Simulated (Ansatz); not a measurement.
**Molecular dynamics of Be**

The input (input.yaml):

```yaml
crystal:
  lattice:
    - [7.197627, 0.0, 0.0]
    - [-3.598814, 6.233328, 0.0]
    - [0.0, 0.0, 7.519121]
  atoms:
    - { symbol: Be, position: [0.0, 0.0, 0.0] }
    - { symbol: Be, position: [0.1111111, 0.2222222, 0.25] }
    - { symbol: Be, position: [0.0, 0.0, 0.5] }
    - { symbol: Be, position: [0.1111111, 0.2222222, 0.75] }
    - { symbol: Be, position: [0.0, 0.3333333, 0.0] }
    - { symbol: Be, position: [0.1111111, 0.5555556, 0.25] }
    - { symbol: Be, position: [0.0, 0.3333333, 0.5] }
    - { symbol: Be, position: [0.1111111, 0.5555556, 0.75] }
    - { symbol: Be, position: [0.0, 0.6666667, 0.0] }
    - { symbol: Be, position: [0.1111111, 0.8888889, 0.25] }
    - { symbol: Be, position: [0.0, 0.6666667, 0.5] }
    - { symbol: Be, position: [0.1111111, 0.8888889, 0.75] }
    - { symbol: Be, position: [0.3333333, 0.0, 0.0] }
    - { symbol: Be, position: [0.4444444, 0.2222222, 0.25] }
    - { symbol: Be, position: [0.3333333, 0.0, 0.5] }
    - { symbol: Be, position: [0.4444444, 0.2222222, 0.75] }
    - { symbol: Be, position: [0.3333333, 0.3333333, 0.0] }
    - { symbol: Be, position: [0.4444444, 0.5555556, 0.25] }
    - { symbol: Be, position: [0.3333333, 0.3333333, 0.5] }
    - { symbol: Be, position: [0.4444444, 0.5555556, 0.75] }
    - { symbol: Be, position: [0.3333333, 0.6666667, 0.0] }
    - { symbol: Be, position: [0.4444444, 0.8888889, 0.25] }
    - { symbol: Be, position: [0.3333333, 0.6666667, 0.5] }
    - { symbol: Be, position: [0.4444444, 0.8888889, 0.75] }
    - { symbol: Be, position: [0.6666667, 0.0, 0.0] }
    - { symbol: Be, position: [0.7777778, 0.2222222, 0.25] }
    - { symbol: Be, position: [0.6666667, 0.0, 0.5] }
    - { symbol: Be, position: [0.7777778, 0.2222222, 0.75] }
    - { symbol: Be, position: [0.6666667, 0.3333333, 0.0] }
    - { symbol: Be, position: [0.7777778, 0.5555556, 0.25] }
    - { symbol: Be, position: [0.6666667, 0.3333333, 0.5] }
    - { symbol: Be, position: [0.7777778, 0.5555556, 0.75] }
    - { symbol: Be, position: [0.6666667, 0.6666667, 0.0] }
    - { symbol: Be, position: [0.7777778, 0.8888889, 0.25] }
    - { symbol: Be, position: [0.6666667, 0.6666667, 0.5] }
    - { symbol: Be, position: [0.7777778, 0.8888889, 0.75] }
basis:
  ecutwfc: 420.0
kpoints:
  mp_grid: { grid: [2, 2, 2] }
hamiltonian:
  xc: lda
scf:
  occupations: { method: fermi_dirac, width: 0.36 }
  lower_state_search: "off"
md:
  timestep: 0.75
  n_steps: 140
  ensemble: nvt_langevin
  temperature: 4200.0
  initial_velocities: maxwell_boltzmann
  seed: 164773
  friction: 0.02
```

Command:

```bash
$ ansatz run input.yaml --threads 1 --pin off --max-ram 3072MiB --backend cpu --events-out ev --progress --plain --runs-dir out
```

It starts from a structure without forces on its atoms.

Output, in part (step lines):

```
md step     0: t =     0.00 fs  T =  4083.3 K  F+E_penalty+E_count = -3171.81132302 eV  E_kin = 19.001220 eV  (6 SCF iters)
md step     1: t =     0.75 fs  T =  4267.3 K  F+E_penalty+E_count = -3171.75465312 eV  E_kin = 19.857188 eV  (6 SCF iters)
md step     2: t =     1.50 fs  T =  4210.1 K  F+E_penalty+E_count = -3171.58308601 eV  E_kin = 19.591022 eV  (6 SCF iters)
md step     3: t =     2.25 fs  T =  3932.3 K  F+E_penalty+E_count = -3171.30495566 eV  E_kin = 18.298236 eV  (6 SCF iters)
md step     4: t =     3.00 fs  T =  3891.0 K  F+E_penalty+E_count = -3170.92599108 eV  E_kin = 18.106221 eV  (6 SCF iters)
md step     5: t =     3.75 fs  T =  3778.1 K  F+E_penalty+E_count = -3170.44374908 eV  E_kin = 17.581034 eV  (5 SCF iters)
md step     6: t =     4.50 fs  T =  3738.4 K  F+E_penalty+E_count = -3169.86273351 eV  E_kin = 17.396066 eV  (5 SCF iters)
md step     7: t =     5.25 fs  T =  3611.1 K  F+E_penalty+E_count = -3169.19404487 eV  E_kin = 16.803817 eV  (5 SCF iters)
[... lines left out ...]
```

The steps, from the saved trajectory:

```json
{"time (fs)": "0.0", "T (K)": "4083", "potential energy less start (eV)": "0.000"}
{"time (fs)": "3.0", "T (K)": "3891", "potential energy less start (eV)": "0.885"}
{"time (fs)": "6.0", "T (K)": "3464", "potential energy less start (eV)": "3.347"}
{"time (fs)": "9.0", "T (K)": "2966", "potential energy less start (eV)": "6.792"}
{"time (fs)": "12.0", "T (K)": "2450", "potential energy less start (eV)": "10.482"}
{"time (fs)": "15.0", "T (K)": "2234", "potential energy less start (eV)": "12.710"}
{"time (fs)": "18.0", "T (K)": "2009", "potential energy less start (eV)": "12.977"}
{"time (fs)": "21.0", "T (K)": "2590", "potential energy less start (eV)": "12.445"}
{"time (fs)": "24.0", "T (K)": "2924", "potential energy less start (eV)": "11.978"}
{"time (fs)": "27.0", "T (K)": "3263", "potential energy less start (eV)": "12.058"}
{"time (fs)": "30.0", "T (K)": "3170", "potential energy less start (eV)": "13.006"}
{"time (fs)": "33.0", "T (K)": "2793", "potential energy less start (eV)": "14.717"}
{"time (fs)": "36.0", "T (K)": "2309", "potential energy less start (eV)": "15.722"}
{"time (fs)": "39.0", "T (K)": "2696", "potential energy less start (eV)": "15.486"}
{"time (fs)": "42.0", "T (K)": "2868", "potential energy less start (eV)": "14.799"}
{"time (fs)": "45.0", "T (K)": "3085", "potential energy less start (eV)": "14.725"}
{"time (fs)": "48.0", "T (K)": "3258", "potential energy less start (eV)": "14.751"}
{"time (fs)": "51.0", "T (K)": "3410", "potential energy less start (eV)": "14.412"}
{"time (fs)": "54.0", "T (K)": "3571", "potential energy less start (eV)": "13.887"}
{"time (fs)": "57.0", "T (K)": "3770", "potential energy less start (eV)": "13.977"}
{"time (fs)": "60.0", "T (K)": "3423", "potential energy less start (eV)": "14.601"}
{"time (fs)": "63.0", "T (K)": "3579", "potential energy less start (eV)": "14.415"}
{"time (fs)": "66.0", "T (K)": "4044", "potential energy less start (eV)": "13.827"}
{"time (fs)": "69.0", "T (K)": "3923", "potential energy less start (eV)": "14.380"}
{"time (fs)": "72.0", "T (K)": "3728", "potential energy less start (eV)": "15.385"}
{"time (fs)": "75.0", "T (K)": "3394", "potential energy less start (eV)": "16.540"}
{"time (fs)": "78.0", "T (K)": "3267", "potential energy less start (eV)": "17.431"}
{"time (fs)": "81.0", "T (K)": "3596", "potential energy less start (eV)": "17.783"}
{"time (fs)": "84.0", "T (K)": "3816", "potential energy less start (eV)": "18.233"}
{"time (fs)": "87.0", "T (K)": "4034", "potential energy less start (eV)": "18.756"}
{"time (fs)": "90.0", "T (K)": "3958", "potential energy less start (eV)": "19.460"}
{"time (fs)": "93.0", "T (K)": "3771", "potential energy less start (eV)": "20.780"}
{"time (fs)": "96.0", "T (K)": "3926", "potential energy less start (eV)": "21.815"}
{"time (fs)": "99.0", "T (K)": "4041", "potential energy less start (eV)": "21.688"}
{"time (fs)": "102.0", "T (K)": "4290", "potential energy less start (eV)": "20.834"}
{"time (fs)": "105.0", "T (K)": "4191", "potential energy less start (eV)": "20.002"}
```

The run went to its last step. A run of 0.1 ps of so small a system gives no equilibrium averages. Limits of this set-up: coarse k mesh.

Mean squared displacements from the first frame to the last, about the centre of mass: Be 0.65 Å².

Last frame:

```xyz
36
Lattice="7.1976 0.0000 0.0000 -3.5988 6.2333 0.0000 0.0000 0.0000 7.5191" Properties=species:S:1:pos:R:3
Be -0.212 0.338 -0.821
Be -0.426 1.970 0.904
Be 0.144 0.613 3.192
Be -0.246 1.925 5.957
Be -1.640 3.366 -0.120
Be -1.171 5.081 1.446
Be -1.832 2.868 2.273
Be -1.932 3.085 4.633
Be -2.506 4.845 -0.284
Be -2.226 6.867 1.434
Be -2.548 4.981 3.561
Be -2.409 5.955 5.016
Be 2.737 0.591 -0.368
Be 2.200 2.777 0.778
Be 2.432 0.425 3.466
Be 2.010 1.829 5.101
Be 1.991 3.956 -0.571
Be 0.767 4.330 1.514
Be 1.449 2.581 3.213
Be 0.013 3.786 5.176
Be 0.120 3.490 -0.453
Be 0.130 6.403 1.772
Be 0.970 4.864 3.564
Be -0.494 6.180 5.134
Be 5.439 1.361 -0.150
Be 4.163 1.595 1.517
Be 4.920 0.951 3.440
Be 4.793 1.253 5.162
Be 3.404 2.772 -0.834
Be 4.198 3.682 1.153
Be 3.526 2.307 3.824
Be 3.180 3.742 5.187
Be 0.724 5.621 -0.144
Be 2.123 6.389 1.830
Be 2.749 4.592 2.827
Be 2.164 5.879 5.073
```

Time of the run: 9 min on 1 thread of Intel(R) Xeon(R) 6975P-C (Granite Rapids), with other jobs on the host, peak memory 0.7 GiB.
